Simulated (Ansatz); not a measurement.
# ClF3Ti (TiClF3): the cost of one run

Program: Ansatz 0.2.0, Gaussian basis. Level of theory: the settings change from run to run. These are calculated values, not measurements.

## (1) The molecule

The structure was relaxed beforehand with PBE-D4/def2-SVP.

5 atoms, charge 0, spin multiplicity 1.

Atoms are counted from 1 here; the program's logs count them from 0.

Bond lengths: Ti1–Cl2 2.191 Å, Ti1–F3 1.740 Å, Ti1–F4 1.739 Å, Ti1–F5 1.740 Å. Angles: Cl2–Ti1–F3 109.9°, Cl2–Ti1–F4 109.9°, Cl2–Ti1–F5 109.9°, F3–Ti1–F4 109.0°, F3–Ti1–F5 109.0°, F4–Ti1–F5 109.0°.

Coordinates:

```xyz
5
charge 0, multiplicity 1
Ti   -0.0004    0.0006   -0.0824
Cl    0.0098   -0.0175    2.1082
F     1.6322    0.0097   -0.6829
F    -0.8241    1.4198   -0.6597
F    -0.8175   -1.4127   -0.6831
```

## (2) revPBE0/def2-TZVPP

Options: charge +1, multiplicity 2.

in.yaml reads:

```yaml
crystal:
  periodic: [false, false, false]
  atoms:
    - {symbol: Ti, position_ang: [-0.000399, 0.000640, -0.082424]}
    - {symbol: Cl, position_ang: [0.009845, -0.017451, 2.108180]}
    - {symbol: F, position_ang: [1.632158, 0.009667, -0.682928]}
    - {symbol: F, position_ang: [-0.824128, 1.419821, -0.659707]}
    - {symbol: F, position_ang: [-0.817476, -1.412676, -0.683120]}
basis:
  gaussian: {orbitals: def2-TZVPP}
total_charge: 1
magnetization: {spin_polarized: true, initial_magnetization: 1}
hamiltonian: {xc: {name: revPBE0}}
scf: {omitted_lower_state_checks: [starts]}
```

On the command line:

```console
> ansatz run in.yaml --threads 4 --pin off --events-out ev --progress --plain --max-ram 3916MiB
```

Q: Estimate wall time and peak memory on 4 threads of Arm Neoverse V2, shared host.

About 50 s, with a peak of 1.1 GiB.
